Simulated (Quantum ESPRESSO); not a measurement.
## AlBN in Quantum ESPRESSO: the effect of functional

Crystal: AlBN.

```
Al B N
1.0
     2.64562    0.00000    0.00000
     0.00000    2.64562    0.00000
     0.00000    0.00000    5.40264
Al B N
1 1 1
Direct
  0.50000 0.50000 0.00000
  0.50000 0.50000 0.50000
  0.00000 0.00000 0.00000
```

The cell was built by a generator and needn't be a form met in nature.

Alike in all runs:

| Item | Value |
| --- | --- |
| Program | Quantum ESPRESSO 7.5 |
| Task | phonon dispersion |
| Cutoff | 612 eV |
| Density cutoff | 4898 eV |
| k mesh | 6 × 6 × 2, shifted |
| Occupations | fermi-dirac, width 0.05 eV |
| Spin | no spin polarisation |

Each run relaxes the cell or the atoms first.

```tsv
functional	potentials or basis	relaxed volume (Å³/atom)	highest phonon frequency (cm⁻¹)
LDA	GBRV 1.5 LDA	11.27	930
PBE	GBRV 1.5 PBE	?	?
PBEsol	GBRV 1.5 PBEsol	11.54	909
```

Task: What does the run with functional PBE give?

Result: Relaxed volume 11.89 Å³/atom; highest phonon frequency 886 cm⁻¹.

Caveats: all runs use coarse meshes; the mesh is thin for the phonons of a metal; some modes are imaginary; the layers were relaxed without a dispersion term, so their spacing and the soft interlayer modes are unreliable.
